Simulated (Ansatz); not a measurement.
Write a Python script for Ansatz's Python interface that makes vertical and adiabatic energies of changing the electron count of CH₄Se₂, SMILES C[Se][SeH]. Settings (for the species named): r2SCAN, def2-SVP basis, multiplicity 1, D3BJ dispersion.

```yaml
atoms:
  - { symbol: C, position_ang: [-0.6253, 0.6844, 0.0098] }
  - { symbol: Se, position_ang: [-0.6098, -1.0326, 0.8243] }
  - { symbol: Se, position_ang: [1.0767, -1.7251, -0.6867] }
  - { symbol: H, position_ang: [-0.8692, 0.6401, -1.0773] }
  - { symbol: H, position_ang: [0.3172, 1.2171, 0.0714] }
  - { symbol: H, position_ang: [-1.4398, 1.3619, 0.5101] }
  - { symbol: H, position_ang: [2.2114, -1.2139, 0.3026] }
```

The script, `run_adiabatic.py`:
```python
import itertools

import ansatz as az
from ase import Atoms
from ase.data import atomic_numbers, covalent_radii
import numpy as np


def main() -> None:
    atoms = Atoms(["C", "Se", "Se", "H", "H", "H", "H"], positions=[
        (-0.6253, 0.6844, 0.0098),
        (-0.6098, -1.0326, 0.8243),
        (1.0767, -1.7251, -0.6867),
        (-0.8692, 0.6401, -1.0773),
        (0.3172, 1.2171, 0.0714),
        (-1.4398, 1.3619, 0.5101),
        (2.2114, -1.2139, 0.3026),
    ])
    geometry = az.Crystal.molecule_from_ase(atoms)

    setup = geometry.calculation()
    setup = setup.basis(gaussian="def2-SVP").functional("r2scan", dispersion="d3bj")
    symbols = [site.symbol for site in geometry.cartesian_sites]
    start = np.array([site.position_ang for site in geometry.cartesian_sites], dtype=float)
    summary = setup.relax(force_tolerance=0.01).run().report
    end = np.array(summary["positions_ang"])

    minimum = az.Crystal.molecule()
    for symbol, place in zip(symbols, end):
        minimum = minimum.atom(symbol, place.tolist())
    ion = (
        minimum.calculation()
        .basis(gaussian="def2-SVP")
        .functional("r2scan", dispersion="d3bj")
        .charge(1)
        .spin("collinear", total=1)
    )
    vertical = ion.run().report
    settled = ion.relax(force_tolerance=0.01, max_steps=80).run().report
    print(f"vertical ionisation energy   {vertical['free_energy_ev'] - summary['free_energy_ev']:.3f} eV")
    print(f"adiabatic, no zero point     {settled['free_energy_ev'] - summary['free_energy_ev']:.3f} eV")
    print(f"relaxation energy of the ion {vertical['free_energy_ev'] - settled['free_energy_ev']:.3f} eV")
    ionised = np.array(settled["positions_ang"])
    radius = [covalent_radii[atomic_numbers[s]] for s in symbols]
    span = lambda where, i, j: np.linalg.norm(where[i] - where[j])
    bonded = [(i, j) for i, j in itertools.combinations(range(len(symbols)), 2) if min(span(end, i, j), span(ionised, i, j)) < 1.2 * (radius[i] + radius[j])]
    print("pair        before    after (A)")
    for i, j in bonded:
        print(f"{symbols[i]}{i}-{symbols[j]}{j}".ljust(10), f"{span(end, i, j):8.4f} {span(ionised, i, j):8.4f}")


if __name__ == "__main__":
    main()
```

```console
$ python run_adiabatic.py
DeckWarning: the engine holds no damping parameters fitted to this dispersion correction and functional, so the run takes those fitted to r2scan beside the three-body term, which d3bj leaves out (hamiltonian.dispersion, under Limitations)
vertical ionisation energy   8.778 eV
adiabatic, no zero point     8.118 eV
relaxation energy of the ion 0.661 eV
pair        before    after (A)
C0-Se1       1.9592   1.9430
C0-H3        1.0976   1.0992
C0-H4        1.0978   1.0992
C0-H5        1.1010   1.1009
Se1-Se2      2.3324   2.2968
Se2-H6       1.4786   1.4799
```
(Warnings from the package without file and line.)

Caveats:
- The energies are electronic: no zero-point or thermal terms, and the basis set is short of its limit. The product may relax into another structure. Each relaxation finds its nearest minimum, which needn't be the lowest.
- A dispersion term here runs with damping parameters fitted for another variant or functional.
- Wall time of the script: 2.4 min on 1 thread of AMD EPYC 9B14 (Zen 4), on a shared host, peak memory 0.29 GiB.
